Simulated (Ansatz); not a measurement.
# Ta: the cost of one run

Computed with Ansatz 0.2.0 (DFT PBEsol, scalar-relativistic, plane waves, PAW, unless a step's input says otherwise).

## (1) The structure to begin with

Symmetry: R-3m, No. 166, trigonal system. Conventional cell: a = 6.838 Å, b = 6.838 Å, c = 17.493 Å, α = 90.00°, β = 90.00°, γ = 120.00°. Around Ta (site symmetry m) lie 6 Ta at 2.32 to 2.51 Å. Ta (site symmetry m) is surrounded by 7 Ta at 2.48 to 2.80 Å.

As a file:

```cif
data_structure
_symmetry_space_group_name_H-M 'P 1'
_symmetry_Int_Tables_number 1
_cell_length_a 7.0418
_cell_length_b 7.0418
_cell_length_c 7.0418
_cell_angle_alpha 58.096
_cell_angle_beta 58.096
_cell_angle_gamma 58.096
_cell_volume 236.14
loop_
_atom_site_label
_atom_site_type_symbol
_atom_site_fract_x
_atom_site_fract_y
_atom_site_fract_z
_atom_site_occupancy
Ta1 Ta 0.01019 0.65361 0.01019 1
Ta2 Ta 0.01019 0.01019 0.65361 1
Ta3 Ta 0.65361 0.01019 0.01019 1
Ta4 Ta 0.98981 0.34639 0.98981 1
Ta5 Ta 0.34639 0.98981 0.98981 1
Ta6 Ta 0.98981 0.98981 0.34639 1
Ta7 Ta 0.22118 0.63060 0.22118 1
Ta8 Ta 0.22118 0.22118 0.63060 1
Ta9 Ta 0.63060 0.22118 0.22118 1
Ta10 Ta 0.77882 0.36940 0.77882 1
Ta11 Ta 0.36940 0.77882 0.77882 1
Ta12 Ta 0.77882 0.77882 0.36940 1
```

(A quick probe on a coarse mesh, which set the mesh and smearing, is not shown.)

## (3) A loose first relaxation

input.yaml reads:

```yaml
crystal:
  lattice:
    - [3.4191216666, 1.9740308146, 5.830977482]
    - [-3.4191216666, 1.9740308146, 5.830977482]
    - [0.0, -3.9480616291, 5.830977482]
  atoms:
    - { symbol: Ta, position: [0.01019, 0.65361, 0.01019] }
    - { symbol: Ta, position: [0.01019, 0.01019, 0.65361] }
    - { symbol: Ta, position: [0.65361, 0.01019, 0.01019] }
    - { symbol: Ta, position: [0.98981, 0.34639, 0.98981] }
    - { symbol: Ta, position: [0.34639, 0.98981, 0.98981] }
    - { symbol: Ta, position: [0.98981, 0.98981, 0.34639] }
    - { symbol: Ta, position: [0.22118, 0.6306, 0.22118] }
    - { symbol: Ta, position: [0.22118, 0.22118, 0.6306] }
    - { symbol: Ta, position: [0.6306, 0.22118, 0.22118] }
    - { symbol: Ta, position: [0.77882, 0.3694, 0.77882] }
    - { symbol: Ta, position: [0.3694, 0.77882, 0.77882] }
    - { symbol: Ta, position: [0.77882, 0.77882, 0.3694] }
basis:
  ecutwfc: 420
kpoints:
  mp_grid: { grid: [3, 3, 3] }
hamiltonian:
  xc: pbesol
scf:
  occupations: { method: gaussian, width: 0.1 }
  lower_state_search: "off"
output:
  forces: true
  stress: true
  eigenvalues: true
relax:
  adjacent_minimum: "off"
  f_tol: 0.04
  max_steps: 70
  cell: { stress_tol: 0.4 }
```

Q: Estimate wall time and peak memory on 1 thread of an x86-64 CPU, shared host.

About 2.3 min, with a peak of 0.74 GiB.
